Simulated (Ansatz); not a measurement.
# C2H5AlO: small, medium and large basis sets

The task here is to estimate one member of a computed series from the others.

Program: Ansatz 0.2.0, Gaussian basis. Level of theory: one geometry, several basis sets. These are calculated values, not measurements.

Levels to be run: PBE0-D4/def2-SVP; ωB97M-V/def2-SVP; PBE0-D4/def2-QZVPP; ωB97M-V/def2-QZVPP; the functionals' def2-TZVPP values are taken from earlier runs.

## The relaxed structure

An earlier PBE0-D4 in a triple-zeta def2 set relaxation fixed the geometry.

SMILES `[CH3][Al]1[CH2][O]1`, 9 atoms, charge 0, spin multiplicity 1.

Atoms are counted from 1 here; the program's logs count them from 0.

Bond lengths: C1–Al2 1.934 Å, C1–H5 1.093 Å, C1–H6 1.091 Å, C1–H7 1.094 Å, Al2–C3 1.883 Å, Al2–O4 1.707 Å, C3–O4 1.488 Å, C3–H8 1.091 Å, C3–H9 1.091 Å. Angles: Al2–C1–H5 110.3°, Al2–C1–H6 112.2°, Al2–C1–H7 110.1°, H5–C1–H6 108.5°, H5–C1–H7 107.6°, H6–C1–H7 108.1°, C1–Al2–C3 171.7°, C1–Al2–O4 139.6°, C3–Al2–O4 48.7°, Al2–C3–O4 59.5°, Al2–C3–H8 123.8°, Al2–C3–H9 123.8°, O4–C3–H8 112.4°, O4–C3–H9 112.4°, H8–C3–H9 110.7°, Al2–O4–C3 71.8°.

The first run:

Contents of in.yaml:

```yaml
crystal:
  periodic: [false, false, false]
  atoms:
    - {symbol: C, position_ang: [-0.670851, 1.320193, -1.081511]}
    - {symbol: Al, position_ang: [0.051345, -0.076663, 0.044160]}
    - {symbol: C, position_ang: [0.678725, -1.280205, 1.349332]}
    - {symbol: O, position_ang: [0.789341, -1.609532, -0.097895]}
    - {symbol: H, position_ang: [0.039713, 1.575000, -1.872095]}
    - {symbol: H, position_ang: [-0.900203, 2.225968, -0.517471]}
    - {symbol: H, position_ang: [-1.591178, 0.976783, -1.562074]}
    - {symbol: H, position_ang: [0.038540, -1.980490, 1.887682]}
    - {symbol: H, position_ang: [1.653168, -1.197355, 1.832773]}
basis:
  gaussian: {orbitals: def2-SVP}
hamiltonian: {xc: pbe0, dispersion: d4}
output: {orbitals: {seedname: orbitals}}
```

Among the steps run: PBE0-D4 in def2-SVP; ωB97M-V in def2-SVP; PBE0-D4 in def2-QZVPP; ωB97M-V in def2-QZVPP.

One table of the session follows, with a row left open; its other results are not shown here.

It belongs to the step «Functionals by basis». 

| functional | basis | HOMO (eV) |
| --- | --- | --- |
| PBE0-D4 | def2-SVP | ? |
| PBE0-D4 | def2-TZVPP | -6.21 |
| PBE0-D4 | def2-QZVPP | -6.24 |
| ωB97M-V | def2-SVP | -8.37 |
| ωB97M-V | def2-TZVPP | -8.45 |
| ωB97M-V | def2-QZVPP | -8.48 |

**Question.** Estimate the row for PBE0-D4, def2-SVP.

**Answer.** HOMO (eV): -6.14. In the column «HOMO (eV)» it is the highest.
